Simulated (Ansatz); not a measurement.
# GeH₄O + HCl: a complex and its separated parts

Aim: how far the complex at one end of a reaction step lies below its separated, relaxed parts, level by level.

Program: Ansatz 0.2.0, Gaussian basis. Level of theory: PBE0-D4/def2-TZVP structures, single points in def2-TZVPP, no counterpoise correction. These are calculated values, not measurements.

Levels: SPW92, PBE-D4, BLYP-D4, r2SCAN-D4, B97M-V, PBE0-D4, B3LYP-D4, r2SCAN0-D4, BHLYP-D4, CAM-B3LYP-D4, wB97X-V, wB97M-V, B2PLYP, PBE-QIDH, RPA on PBE, Hartree-Fock, MP2, CCSD, CCSD(T).

Cores are frozen in the correlated methods. Filled d shells of the heavier atoms are correlated. B3LYP uses VWN-RPA correlation. B2PLYP carries no dispersion term here.

94 further runs of the same task are left out: 94 set aside as unsound or not needed.

### 1 Starting geometry

The complex: 8 atoms, charge 0, spin multiplicity 1.

Atoms are counted from 1 here; the program's logs count them from 0.

Bond lengths: Ge1–H3 1.536 Å, Ge1–H4 1.527 Å, Ge1–H5 1.536 Å, Ge1–O7 1.802 Å, Cl2–H6 1.311 Å, O7–H8 0.960 Å. Angles: H3–Ge1–H4 112.6°, H3–Ge1–H5 110.9°, H3–Ge1–O7 108.8°, H4–Ge1–H5 112.6°, H4–Ge1–O7 103.5°, H5–Ge1–O7 108.0°, Ge1–O7–H8 113.9°.

Geometry (Å):

```xyz
8
charge 0, multiplicity 1
Ge   -1.1368   -0.1723   -0.0163
Cl    2.9715   -0.8507    0.1018
H    -1.3679   -0.3937   -1.5189
H    -0.8659   -1.4739    0.7352
H    -2.2871    0.6377    0.6008
H     1.8940   -0.1068    0.1697
O     0.3866    0.7644    0.2042
H     0.4054    1.5951   -0.2765
```

Its parts: GeH₄O holds atoms 1, 3, 4, 5, 7, 8; HCl holds atoms 2, 6. Each part counts its atoms afresh in its own runs.

### 2 Relaxing GeH₄O alone

The input, relax-a/in.yaml:

```yaml
crystal:
  periodic: [false, false, false]
  atoms:
    - {symbol: Ge, position_ang: [-1.136825, -0.172253, -0.016258]}
    - {symbol: H, position_ang: [-1.367877, -0.393743, -1.518877]}
    - {symbol: H, position_ang: [-0.865883, -1.473870, 0.735157]}
    - {symbol: H, position_ang: [-2.287079, 0.637732, 0.600806]}
    - {symbol: O, position_ang: [0.386579, 0.764409, 0.204230]}
    - {symbol: H, position_ang: [0.405417, 1.595106, -0.276530]}
basis:
  gaussian: {orbitals: def2-TZVP}
hamiltonian: {xc: pbe0, dispersion: d4}
relax: {f_tol: 0.005, max_steps: 200}
```

On the command line:

```
$ ansatz run in.yaml --threads 4 --pin off --events-out ev --progress --plain --max-ram 9574MiB
```

The runs that follow: Relaxing HCl alone; SPW92/def2-TZVPP; PBE-D4/def2-TZVPP; BLYP-D4/def2-TZVPP; r2SCAN-D4/def2-TZVPP; B97M-V/def2-TZVPP; PBE0-D4/def2-TZVPP; B3LYP-D4/def2-TZVPP; r2SCAN0-D4/def2-TZVPP; BHLYP-D4/def2-TZVPP; CAM-B3LYP-D4/def2-TZVPP; wB97X-V/def2-TZVPP; wB97M-V/def2-TZVPP; B2PLYP/def2-TZVPP; PBE-QIDH/def2-TZVPP; RPA on PBE/def2-TZVPP; CCSD(T)/def2-TZVPP; Vibrations of GeH₄O; Vibrations of HCl.

**Question.** What will these runs give? Wanted: complex less parts, CCSD(T)/def2-TZVPP; with zero-point energy; largest T1 diagnostic.

As calculated:

```
                              quantity      value
complex less parts, CCSD(T)/def2-TZVPP  -0.265 eV
                with zero-point energy  -0.198 eV
                 largest T1 diagnostic      0.011
```

**Reading.** At CCSD(T) the complex lies 0.265 eV below its parts. Among the functionals B2PLYP lands nearest to CCSD(T) (-0.003 eV) and SPW92 farthest (-0.227 eV). By rung, the mean size of the error is: LDA 0.227, GGA 0.075, meta-GGA 0.032, hybrid 0.050, range-separated hybrid 0.035, double hybrid 0.012 eV. PBE-D4 gives a relative energy 0.085 eV too low, outside chemical accuracy (1 kcal/mol, 0.043 eV). No counterpoise was applied, and triple zeta lacks some correlation, so the CCSD(T) reference has a basis error of its own, and close matches with it are partly luck.
